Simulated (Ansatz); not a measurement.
# Ti3PO2 (P1) in Ansatz: convergence with smearing width

Aim: find how far smearing width must go before the results for Ti3PO2 settle, at r2SCAN. This setting moves, with any that are tied to it; all else stays.

All numbers are computed with Ansatz 0.2.0; they aren't measurements. Logs are shortened: lines on timing, memory, paths and dates and some standing lists are left out, and cuts for length are marked.

### Step 1. The cell of the first run

The typed cell holds 6 atoms: a = 3.172 Å, b = 3.172 Å, c = 8.023 Å, α = 90.00°, β = 90.00°, γ = 120.00°.

The cell comes from a database or a generator and needn't be the stable form of this composition.

The cell isn't the ideal one: atoms moved at random, drawn with an rms of 0.05 Å.

### Step 2. With smearing width 0.3 eV

input.yaml reads:

```yaml
crystal:
  lattice:
    - [3.172410151, 0.0, 0.0]
    - [-1.5862050755, 2.747387782, 0.0]
    - [0.0, 0.0, 8.022821]
  atoms:
    - { symbol: Ti, position: [0.006326, 0.011938, -0.002308] }
    - { symbol: Ti, position: [0.666375, 0.335084, 0.29055] }
    - { symbol: Ti, position: [0.309674, 0.661499, 0.703126] }
    - { symbol: P, position: [-0.005096, 0.008509, 0.494845] }
    - { symbol: O, position: [0.640677, 0.320316, 0.850314] }
    - { symbol: O, position: [0.328272, 0.676366, 0.137601] }
hamiltonian:
  xc: r2scan
  pseudopotentials: { kind: nc, accuracy: standard }
kpoints:
  mp_grid: { grid: [7, 7, 3] }
scf:
  occupations: { method: gaussian, width: 0.3 }
output:
  forces: true
  stress: true
  eigenvalues: true
```

Potentials or basis: PseudoDojo standard (PBE files).

Command:

```bash
ansatz run input.yaml --threads 2 --pin off --max-ram 5632MiB --backend cpu --events-out ev --progress --plain --runs-dir out
```

Output:

```text
Warning: hamiltonian.xc reads the kinetic-energy density τ on the library's norm-conserving files, and those of Ti, P, O were made for PBE. This build holds files of Ti, P, O that were made for r²SCAN, which a deck under this functional can read where it names no table (hamiltonian.pseudopotentials.accuracy or source), types no xc_functional and has no exact exchange, max_exx_coeff or level of output.embedding that keeps them out. To compare such runs, type hamiltonian.pseudopotentials: {kind: paw, frozen_core: stored} on both or, where PAW refuses one, {kind: nc, accuracy: standard}
Warning: RAYON_NUM_THREADS=2 ignored (pool sized by the plan → 2); use --threads N
Engine: ansatz 0.2.0, aarch64-unknown-linux-gnu
Pseudopotentials: kind: nc
Pseudopotential: Ti, nc, valence charge 12, recommended cutoff 1142.878222 eV (normal), Ti.nc.azcp (PseudoDojo's, or run here from an input of PseudoDojo's; its table is named by hamiltonian.pseudopotentials.accuracy)
Pseudopotential: P, nc, valence charge 5, recommended cutoff 598.650497 eV (normal), P.nc.azcp (PseudoDojo's, or run here from an input of PseudoDojo's; its table is named by hamiltonian.pseudopotentials.accuracy)
Pseudopotential: O, nc, valence charge 6, recommended cutoff 1142.878222 eV (normal), O.nc.azcp (PseudoDojo's, or run here from an input of PseudoDojo's; its table is named by hamiltonian.pseudopotentials.accuracy)
Functional definition: r2SCAN
  parameter k0 = 0.174
  parameter k1 = 0.065
  parameter a1 = 4.9479
  exchange = r2scan_x(k0 = k0, k1 = k1, a1 = a1)
  correlation = r2scan_c
Crystal: 6 atoms, lattice volume = 69.926 Å³
Basis set: ecut = 1142.878222 eV, 6123 PW (Γ), exchange–correlation on 144×144×360 points (64 copies of the dense FFT grid, shifted against one another)
Bands: 33, of which v1, the nominal top of the filled ones, is band 27 counted from 1 (26 counted from 0)
Symmetry: 1 space group operations
Space group: P1 (ITA 1), of the structure as read, at distance tolerance 4.1e-5 Å
k-points: 74 of 147 (time reversal used)
Non-local potential: Ti, projectors of the file, l = 0: 2, l = 1: 2, l = 2: 2
Non-local potential: P, projectors of the file, l = 0: 2, l = 1: 2, l = 2: 2
Non-local potential: O, projectors of the file, l = 0: 2, l = 1: 2, l = 2: 1
Initial density: superposition of atomic densities (chi_scale 0.1, normalization cell, long waves 50 % of neutral atoms (reshape's long-wave potential 1.50 eV rms, cloud 2.26 Å wide))
Initial wavefunctions: pseudopotential atomic-orbital guess
Functional: x = r2scan, c = r2scan; τ floored in thin density (d = 2e-4 eV/Å³)
SCF iter   1: F=—  HF=-5971.107007 eV  |F-HF|=—  |Δ(HF+E_count)|=         —  Δρ=1.48e-1  dr2=7.03e1  dr2_τ=1.20e1  ethr=3.10e-3  ⟨swp⟩=5.6  Hψ=10443  notcnv=0
preconditioner: auto → Kerker (q_TF=auto, 2.605 Å⁻¹)  [metal: Δε(μ)=0.006 eV  Ē_g=8.470 eV  σ=0.300 eV  W_gap=0.01  n_scr=24 (ndim 8)  ℏωp=23.9 eV  f_vac=0.000  D(μ)=5.29/eV (n_scr^D=50)]
SCF iter   2: F=—  HF=-5965.992272 eV  |F-HF|=—  |Δ(HF+E_count)|=    5.11e0  Δρ=7.15e-2  dr2=8.78e0  dr2_τ=2.07e1  ethr=3.10e-3  ⟨swp⟩=4.2  Hψ=6606  notcnv=0
SCF iter   3: F=—  HF=-5965.400283 eV  |F-HF|=—  |Δ(HF+E_count)|=   5.92e-1  Δρ=4.53e-2  dr2=1.28e1  dr2_τ=5.22e0  ethr=3.10e-3  ⟨swp⟩=6.0  Hψ=16892  notcnv=0
automatic band count: the SCF goes on with 39 bands, as 33 were too few: the levels above may hold too much charge
SCF iter   4: F=—  HF=-5964.872256 eV  |F-HF|=—  |Δ(HF+E_count)|=   5.28e-1  Δρ=7.89e-2  dr2=7.17e0  dr2_τ=8.99e0  ethr=3.10e-3  ⟨swp⟩=2.3  Hψ=4604  notcnv=0  defer=116
SCF iter   5: F=—  HF=-5964.523777 eV  |F-HF|=—  |Δ(HF+E_count)|=   3.48e-1  Δρ=1.80e-2  dr2=3.65e-1  dr2_τ=4.21e-1  ethr=3.10e-3  ⟨swp⟩=2.1  Hψ=3884  notcnv=0  defer=96
SCF iter   6: F=—  HF=-5964.502317 eV  |F-HF|=—  |Δ(HF+E_count)|=   2.15e-2  Δρ=1.39e-2  dr2=3.01e-1  dr2_τ=3.15e-1  ethr=6.90e-4  ⟨swp⟩=1.9  Hψ=2970  notcnv=0  defer=96
SCF iter   7: F=—  HF=-5964.489476 eV  |F-HF|=—  |Δ(HF+E_count)|=   1.28e-2  Δρ=4.01e-3  dr2=1.22e-2  dr2_τ=3.90e-3  ethr=5.67e-4  ⟨swp⟩=1.0  Hψ=2787  notcnv=0  defer=96
SCF iter   8: F=—  HF=-5964.491514 eV  |F-HF|=—  |Δ(HF+E_count)|=   2.04e-3  Δρ=2.69e-3  dr2=1.04e-2  dr2_τ=8.61e-3  ethr=2.30e-5  ⟨swp⟩=2.0  Hψ=4760  notcnv=0  defer=96
SCF iter   9: F=—  HF=-5964.491282 eV  |F-HF|=—  |Δ(HF+E_count)|=   2.32e-4  Δρ=7.65e-4  dr2=9.16e-4  dr2_τ=6.36e-5  ethr=1.96e-5  ⟨swp⟩=1.0  Hψ=2787  notcnv=0  defer=96
SCF iter  10: F=—  HF=-5964.491295 eV  |F-HF|=—  |Δ(HF+E_count)|=   1.32e-5  Δρ=1.14e-4  dr2=9.92e-6  dr2_τ=9.82e-6  ethr=1.73e-6  ⟨swp⟩=1.0  Hψ=2788  notcnv=0  defer=96
SCF iter  11: F=—  HF=-5964.491470 eV  |F-HF|=—  |Δ(HF+E_count)|=   1.75e-4  Δρ=6.00e-5  dr2=1.87e-6  dr2_τ=4.61e-6  ethr=1.87e-8  ⟨swp⟩=2.0  Hψ=4503  notcnv=0  defer=99
SCF iter  12: F=—  HF=-5964.491470 eV  |F-HF|=—  |Δ(HF+E_count)|=   1.54e-7  Δρ=2.15e-5  dr2=5.18e-7  dr2_τ=5.13e-7  ethr=3.53e-9  ⟨swp⟩=2.0  Hψ=3981  notcnv=0  defer=99
SCF iter  13: F=-5964.491470 eV  HF=-5964.491470 eV  |F-HF|=2.86e-9  |Δ(HF+E_count)|=   5.82e-8  Δρ=4.32e-6  dr2=1.59e-8  dr2_τ=2.56e-8  ethr=1.89e-10  ⟨swp⟩=10.6  Hψ=13343  notcnv=0
SCF 1 converged in 13 iterations: F = -5964.491470 eV  dr2 = 1.59e-8
SCF converged after 13 iterations
Free energy (F): -5964.491470 eV
Harris-Foulkes:  -5964.491470 eV  (|F-HF|=2.86e-9)
Internal energy: -5964.315162 eV  (E = F + TS)
E sigma→0 (E₀):  -5964.403316 eV
Entropy (-TS):   -0.176308 eV (-29.385 meV/atom)
Fermi energy:    15.727259 eV
--- Per-component energies (eV) ---
  E_band       = -417.610600
  E_kinetic    = 2595.073049
  E_local      = -4501.675201  (includes V_loc(G=0)·N_el)
  E_nonlocal   = -55.330104
  E_hartree    = 1359.836430
  E_xc         = -1027.369686
  E_vxc        = -1266.115488  (∫ρ·V_xc dr)
  E_vtau       = 90.763623  (kinetic-family band-sum trace: ∫τ·v_τ [+ j·A + Jᵃ·Aᵃ] dr)
  E_ewald      = -4334.849651
  E_smearing   = -0.176308  (= −TS)
  E_closure    = -0.000000  (closes the sum)
  Σ components = -5964.491470   (vs F -5964.491470, Δ=0.00e0)
--- Forces (eV/Å), atoms counted from 1 ---
  atom   1  Ti    -0.32828643    -0.18627583    -0.14215543
  atom   2  Ti    -0.13994485     0.09906477    -0.18762261
  atom   3  Ti     0.08326732    -0.00264484     0.01678863
  atom   4  P     -0.03291951    -0.20950070     0.10285879
  atom   5  O      0.24816938     0.37499652     0.25629019
  atom   6  O      0.16970299    -0.07565196    -0.04614479
  max |Σ_I F_I| component: 1.48e-5 eV/Å
--- Stress (GPa, compression-positive) ---
       -2.131512       0.027702      -0.001570
        0.027702      -2.435486      -0.221477
       -0.001570      -0.221477      -4.333777
  P = ⅓ Tr σ = -2.9669 GPa (-29.669 kbar)
--- Band table (eV; the first three rows and the last of 74) ---
  k-point 0: bands = ["-45.5901", "-45.2017", "-45.1485", "-20.6287", "-20.3811", "-20.3731", "-20.1507", "-20.0028", "-19.9780", "-19.9635", "-19.9209", "-19.9139", "-7.7095", "-6.9876", "2.0447", "6.8869", "7.8229", "7.9770", "7.9870", "9.0791", "9.1142", "11.6090", "14.8012", "14.8133", "14.8566", "14.8942", "14.9690", "15.5779", "15.9566", "16.0597", "16.1118", "16.3629", "16.4690", "16.7466", "16.7983", "17.6334", "18.7684", "18.8960", "19.9354"]
  k-point 1: bands = ["-45.5901", "-45.2018", "-45.1484", "-20.6335", "-20.3811", "-20.3731", "-20.1227", "-20.0259", "-19.9781", "-19.9637", "-19.9209", "-19.9140", "-7.7040", "-6.9939", "2.0639", "6.4725", "7.9200", "7.9687", "8.6685", "9.0987", "9.1346", "10.9549", "14.5365", "14.5614", "14.8927", "15.0764", "15.1699", "15.4912", "15.8966", "15.9320", "16.4997", "16.6099", "16.7158", "17.0659", "17.0929", "17.8742", "18.3006", "18.4264", "19.1155"]
  k-point 2: bands = ["-45.5838", "-45.1962", "-45.1431", "-20.6067", "-20.4459", "-20.3939", "-20.1239", "-20.0305", "-20.0048", "-19.9755", "-19.9679", "-19.9255", "-7.5849", "-7.0069", "2.3445", "7.0046", "7.3746", "7.9897", "8.6078", "8.6828", "8.9939", "11.2542", "13.2478", "14.2600", "14.7793", "15.0451", "15.4569", "15.5238", "16.0560", "16.1438", "16.6596", "16.7206", "16.9450", "17.0660", "17.1755", "18.0546", "18.2660", "18.5561", "19.6152"]
  k-point 73: bands = ["-45.5603", "-45.1763", "-45.1232", "-20.6651", "-20.5209", "-20.4654", "-20.1737", "-20.1162", "-20.0646", "-20.0438", "-20.0157", "-19.9868", "-7.1643", "-7.0654", "3.8698", "6.7884", "7.4441", "8.0313", "8.1127", "8.3936", "8.7169", "10.2984", "11.1119", "12.4251", "14.3205", "14.9879", "15.6921", "16.3229", "16.5839", "16.9979", "17.1329", "17.4053", "17.6057", "17.7409", "18.0216", "18.3721", "18.5437", "19.0295", "19.5126"]
```

Wall time 84 s (2 threads of Arm Neoverse V1, shared host); peak memory 0.96 GiB.

What came out:

- Free energy: -5964.4915 eV
- Pressure: -3.0 GPa
- Largest force: 0.518 eV/Å
- Band gap on the k mesh: none (metal or under the smearing width)

### Step 3. With smearing width 0.2 eV

input.yaml, as its differences from that of step 2:

```diff
@@ -18,3 +18,3 @@
 scf:
-  occupations: { method: gaussian, width: 0.3 }
+  occupations: { method: gaussian, width: 0.2 }
 output:
```

Potentials or basis: PseudoDojo standard (PBE files).

Command:

```bash
ansatz run input.yaml --threads 2 --pin off --max-ram 5632MiB --backend cpu --events-out ev --progress --plain --runs-dir out
```

It took 77 s on 2 threads of Arm Neoverse V1, shared host; peak memory 0.92 GiB.

Results:

```
Free energy            : -5964.4424 eV
Pressure               : -3.1 GPa
Largest force          : 0.513 eV/Å
Band gap on the k mesh : none (metal or under the smearing width)
```

### Step 4. With smearing width 0.15 eV

input.yaml, as its differences from that of step 3:

```diff
@@ -18,3 +18,3 @@
 scf:
-  occupations: { method: gaussian, width: 0.2 }
+  occupations: { method: gaussian, width: 0.15 }
 output:
```

Command:

```bash
ansatz run input.yaml --threads 2 --pin off --max-ram 5632MiB --backend cpu --events-out ev --progress --plain --runs-dir out
```

It took 77 s on 2 threads of Arm Neoverse V1, shared host; peak memory 0.92 GiB.

What came out:

```
Free energy            : -5964.4250 eV
Pressure               : -3.2 GPa
Largest force          : 0.514 eV/Å
Band gap on the k mesh : none (metal or under the smearing width)
```

### Step 5. With smearing width 0.1 eV

input.yaml, as its differences from that of step 4:

```diff
@@ -18,3 +18,3 @@
 scf:
-  occupations: { method: gaussian, width: 0.15 }
+  occupations: { method: gaussian, width: 0.1 }
 output:
```

Command:

```bash
ansatz run input.yaml --threads 2 --pin off --max-ram 5632MiB --backend cpu --events-out ev --progress --plain --runs-dir out
```

Run time: 78 s. Hardware: 2 threads of Arm Neoverse V1, shared host; peak memory 0.92 GiB.

What came out:

```
Free energy            : -5964.4124 eV
Pressure               : -3.2 GPa
Largest force          : 0.517 eV/Å
Band gap on the k mesh : none (metal or under the smearing width)
```

### Step 6. With smearing width 0.05 eV

input.yaml, as its differences from that of step 5:

```diff
@@ -18,3 +18,3 @@
 scf:
-  occupations: { method: gaussian, width: 0.1 }
+  occupations: { method: gaussian, width: 0.05 }
 output:
```

Potentials or basis: PseudoDojo standard (PBE files).

Command:

```bash
ansatz run input.yaml --threads 2 --pin off --max-ram 5632MiB --backend cpu --events-out ev --progress --plain --runs-dir out
```

It took 83 s on 2 threads of Arm Neoverse V1, shared host; peak memory 0.92 GiB.

It converged, with:

```yaml
Free_energy: -5964.4041 eV
Pressure: -3.2 GPa
Largest_force: 0.518 eV/Å
Band_gap_on_the_k_mesh: none (metal or under the smearing width)
```

### Step 7. With smearing width 0.025 eV

input.yaml, as its differences from that of step 6:

```diff
@@ -18,3 +18,3 @@
 scf:
-  occupations: { method: gaussian, width: 0.05 }
+  occupations: { method: gaussian, width: 0.025 }
 output:
```

Command:

```bash
ansatz run input.yaml --threads 2 --pin off --max-ram 5632MiB --backend cpu --events-out ev --progress --plain --runs-dir out
```

Run time: 87 s. Hardware: 2 threads of Arm Neoverse V1, shared host; peak memory 0.91 GiB.

It converged, with:

```yaml
Free_energy: -5964.4013 eV
Pressure: -3.2 GPa
Largest_force: 0.516 eV/Å
Band_gap_on_the_k_mesh: none (metal or under the smearing width)
```

### Step 8. With smearing width 0.01 eV

input.yaml, as its differences from that of step 7:

```diff
@@ -18,3 +18,3 @@
 scf:
-  occupations: { method: gaussian, width: 0.025 }
+  occupations: { method: gaussian, width: 0.01 }
 output:
```

Command:

```bash
ansatz run input.yaml --threads 2 --pin off --max-ram 5632MiB --backend cpu --events-out ev --progress --plain --runs-dir out
```

It took 73 s on 2 threads of Arm Neoverse V1, shared host; peak memory 0.92 GiB.

It converged, with:

* Free energy: -5964.4003 eV
* Pressure: -3.2 GPa
* Largest force: 0.515 eV/Å
* Band gap on the k mesh: none (metal or under the smearing width)

### Step 9. With smearing width 0.005 eV

input.yaml, as its differences from that of step 8:

```diff
@@ -18,3 +18,3 @@
 scf:
-  occupations: { method: gaussian, width: 0.01 }
+  occupations: { method: gaussian, width: 0.005 }
 output:
```

Potentials or basis: PseudoDojo standard (PBE files).

Command:

```bash
ansatz run input.yaml --threads 2 --pin off --max-ram 5632MiB --backend cpu --events-out ev --progress --plain --runs-dir out
```

It took 90 s on 2 threads of Arm Neoverse V1, shared host; peak memory 0.91 GiB.

Results (log left out):

| Quantity | Value |
| --- | --- |
| Free energy | -5964.4001 eV |
| Pressure | -3.2 GPa |
| Largest force | 0.514 eV/Å |
| Band gap on the k mesh | none (metal or under the smearing width) |

### Step 10. Summary

| smearing width | energy less the tightest run, at zero smearing (meV/atom) | pressure (GPa) | largest force (eV/Å) | SCF cycles | CPU time (s) | peak memory (GiB) |
| --- | --- | --- | --- | --- | --- | --- |
| 0.3 eV | -0.55 | -2.97 | 0.518 | 13 | 170 | 0.96 |
| 0.2 eV | -0.47 | -3.13 | 0.513 | 14 | 150 | 0.92 |
| 0.15 eV | -0.43 | -3.18 | 0.514 | 14 | 150 | 0.92 |
| 0.1 eV | -0.36 | -3.21 | 0.517 | 14 | 160 | 0.92 |
| 0.05 eV | -0.13 | -3.24 | 0.518 | 14 | 170 | 0.92 |
| 0.025 eV | -0.02 | -3.24 | 0.516 | 15 | 170 | 0.91 |
| 0.01 eV | -0.01 | -3.25 | 0.515 | 13 | 150 | 0.92 |
| 0.005 eV | 0.00 | -3.25 | 0.514 | 17 | 180 | 0.91 |

Against the tightest run, the energy stays within 1 meV/atom from 0.3 eV on; the pressure stays within 0.1 GPa from 0.15 eV on; the largest force stays within 0.005 eV/Å from 0.3 eV on. Narrower smearing needs a denser k mesh, so at a fixed mesh the narrowest width isn't the most accurate. The tightest run that finished is the yardstick and may itself not be fully converged.

Caveats: the meta-GGA runs on potentials made for a GGA; the potentials were made for another functional, which shifts forces and pressure; an odd number of electrons without spin polarisation forces a metal; a magnetic or distorted state may lie lower; semilocal functionals often make such compounds metallic where correlation or magnetic order opens a gap, which also shifts bond lengths.
